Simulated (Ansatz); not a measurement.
This script makes a ranking of structure types by relaxed energy of Cl on several prototypes with the Python package of Ansatz (0.2.0).

The script, `prototypes_cl.py`:
```python
"""Cl on common prototypes, each relaxed."""

import warnings

import ansatz as az
import numpy as np
import spglib
from tabulate import tabulate

TOLERANCE = 1e-08
FUNCTIONAL = "r2scan"
CUTOFF_EV = 620
KSPACING = 0.3
SMEARING = "fermi_dirac"
SMEARING_WIDTH = 0.05


def bcc(A, a):
    return az.Crystal.bcc(A, a=a)


def diamond(first, a):
    return (
        az.Lattice.fcc(a)
        .space_group(227, origin_choice=1)
        .atom(first, [0, 0, 0])
        .primitive()
    )


def fcc(a_site, a):
    return (
        az.Lattice.fcc(a)
        .space_group(225)
        .atom(a_site, [0, 0, 0])
        .primitive()
    )


def sc(a_site, a):
    return (
        az.Lattice.cubic(a)
        .space_group(221)
        .atom(a_site, [0, 0, 0])
    )


def run_phase(name, crystal, relax=True):
    calc = (
        crystal.calculation()
        .scf(tolerance=TOLERANCE)
        .functional(FUNCTIONAL)
        .basis(CUTOFF_EV)
        .kpoints(spacing=KSPACING)
        .occupations(SMEARING, width=SMEARING_WIDTH)
        .stress()
        .band_table()
    )
    if relax:
        calc = calc.relax(force_tolerance=0.03, cell=True)
    return calc.run()

def bulk_modulus(name, outcome, step=0.015):
    # B = -V dP/dV from the pressures of two uniformly scaled cells, atoms held at their fractions
    pressure = []
    for factor in (1 - step, 1.0, 1 + step):
        cell = az.Crystal(lattice=az.Lattice.of(outcome.lattice.cell_ang * factor ** (1 / 3)))
        for site in outcome.report["lattice"]["sites"]:
            cell = cell.atom(site["symbol"], site["position_frac"])
        pressure.append(np.trace(run_phase(name, cell, relax=False).report["stress_gpa"]) / 3)
    slope, bend = (pressure[0] - pressure[2]) / (2 * step), abs(pressure[0] + pressure[2] - 2 * pressure[1])
    # a jump of mesh or basis between the cells shows as a kink: no modulus then
    return float(slope) if bend < 12 * step**2 * abs(slope) + 0.15 and abs(pressure[1]) < 1.5 else float("nan")


def space_group(outcome):
    sites = outcome.report["lattice"]["sites"]
    kinds = sorted({site["symbol"] for site in sites})
    cell = (outcome.lattice.cell_ang, [site["position_frac"] for site in sites], [kinds.index(site["symbol"]) for site in sites])
    return spglib.get_spacegroup(cell, symprec=0.01)


def gap_ev(outcome):
    # nan where the run reports no band edges: a metal, overlapping bands, or a gap that is small against the smearing
    edges = outcome.report.get("band_edges_ev")
    return edges[1] - edges[0] if edges else float("nan")

# a is a first guess in angstrom
warnings.simplefilter("ignore", az.DeckWarning)

phases = {}
phases["bcc"] = bcc("Cl", 3.55)
phases["diamond"] = diamond("Cl", 6.15)
phases["fcc"] = fcc("Cl", 4.47)
phases["sc"] = sc("Cl", 2.91)

done = {}
for name, crystal in phases.items():
    done[name] = run_phase(name, crystal)
    print(f"{name}: {done[name].report['energy_sigma0_ev']:.4f} eV, {len(done[name].lattice.sites)} atoms")

energy = {name: o.report["energy_sigma0_ev"] / len(o.lattice.sites) for name, o in done.items()}
lowest = min(energy.values())
rows = [(name, len(o.lattice.sites), 1000 * (energy[name] - lowest), space_group(o), gap_ev(o), bulk_modulus(name, o)) for name, o in done.items()]
rows.sort(key=lambda row: row[2])
print(tabulate(rows, headers=["phase", "atoms", "dE (meV/atom)", "space group", "gap (eV)", "B (GPa)"], floatfmt=".4f", tablefmt="rst"))
print("order:", " < ".join(row[0] for row in rows))
```

Which of these structures comes out lowest, and how far apart are they?

By space group at the end of each run: Pm-3m (+0 meV an atom, 22.9 Å³), Im-3m (+168 meV an atom, 20.9 Å³), Fm-3m (+200 meV an atom, 20.7 Å³) and Fd-3m (+251 meV an atom, 33.0 Å³).

The output:

Output of `python prototypes_cl.py`:
```text
bcc: -1082.7034 eV, 1 atoms
diamond: -2165.2413 eV, 2 atoms
fcc: -1082.6714 eV, 1 atoms
sc: -1082.8712 eV, 1 atoms
=======  =======  ===============  =============  ==========  =========
phase      atoms    dE (meV/atom)  space group      gap (eV)    B (GPa)
=======  =======  ===============  =============  ==========  =========
sc             1           0.0000  Pm-3m (221)           nan    39.1672
bcc            1         167.8598  Im-3m (229)           nan    39.1632
fcc            1         199.8475  Fm-3m (225)           nan    38.5352
diamond        2         250.5889  Fd-3m (227)           nan    20.1700
=======  =======  ===============  =============  ==========  =========
order: sc < bcc < fcc < diamond
```

Notes:
- Absolute energies stand on the zero of these potentials, so only differences at equal settings mean something.
- For the metals among these phases the mesh is modest: differences between phases can be off by up to 40 meV an atom.
- The program warned that this SCF threshold is loose for forces or stresses.
- No spin polarisation was allowed.
- Pressure is positive in compression.
- Gaps and levels are Kohn-Sham values on a finite set of k-points.
- The cells are built on prototypes, so most aren't the phase found in nature. Rows bear the name of their start, and a relaxation keeps or raises the symmetry. Differences under about 40 meV an atom lie within the error of mesh and functional.
- The script silences the warnings on its input, which a real study should read.
- Wall time of the script: 46 s on 1 thread of Intel(R) Xeon(R) Platinum 8488C (Sapphire Rapids) (shared host), peak memory 0.72 GiB.

(Lines on the test bed's own set-up are left out of the output.)
